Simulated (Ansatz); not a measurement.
MnCoGe:

```
Ge Co Mn
1.0
     4.09114    0.00000    0.00000
    -2.04557    3.54303    0.00000
     0.00000    0.00000    5.14388
Ge Co Mn
2 2 2
Direct
  0.33333 0.66667 0.25000
  0.66667 0.33333 0.75000
  0.66667 0.33333 0.25000
  0.33333 0.66667 0.75000
  0.00000 0.00000 0.50000
  0.00000 0.00000 0.00000
```

The cell is a database's computed one.

Base run:

| Item | Value |
| --- | --- |
| Program | Ansatz 0.2.0 |
| Functional | PBEsol |
| Potentials or basis | Ansatz PAW |
| Cutoff | 420 eV (not typed: the program's choice for these potentials) |
| k mesh | 6 × 6 × 5 |
| Occupations | fermi-dirac, width 0.05 eV |
| Spin | collinear spin, ferromagnetic start |
| Starting moments | [0.0, 0.0, 1.0, 1.0, 2.0, 2.0] μB |
| Fixed moment | 6 μB |

Its results: pressure -9.9 GPa; site moments Ge -0.06; Co +0.42; Mn +2.60 μB.

Task: After a change of settings the same cell gave: pressure -0.7 GPa; site moments Ge -0.04; Co +1.09; Mn +3.29 μB. Which change was it?
A. fixed moment from 6 μB to 18 μB; moments at the start from [0.0, 0.0, 1.0, 1.0, 2.0, 2.0] to [0.0, 0.0, 3.0, 3.0, 6.0, 6.0]
B. fixed moment from 6 μB to 24 μB; moments at the start from [0.0, 0.0, 1.0, 1.0, 2.0, 2.0] to [0.0, 0.0, 4.0, 4.0, 8.0, 8.0]
C. fixed moment from 6 μB to 3 μB; moments at the start from [0.0, 0.0, 1.0, 1.0, 2.0, 2.0] to [0.0, 0.0, 0.5, 0.5, 1.0, 1.0]
D. fixed moment from 6 μB to 9 μB; moments at the start from [0.0, 0.0, 1.0, 1.0, 2.0, 2.0] to [0.0, 0.0, 1.5, 1.5, 3.0, 3.0]

Result: D.

Caveats: the total moment is fixed, so each spin has its own Fermi level; the PAW data sets come from PBE, with cores solved anew for the run's functional, which leaves a small shift of forces and pressure; the thresholds are loose for stress.
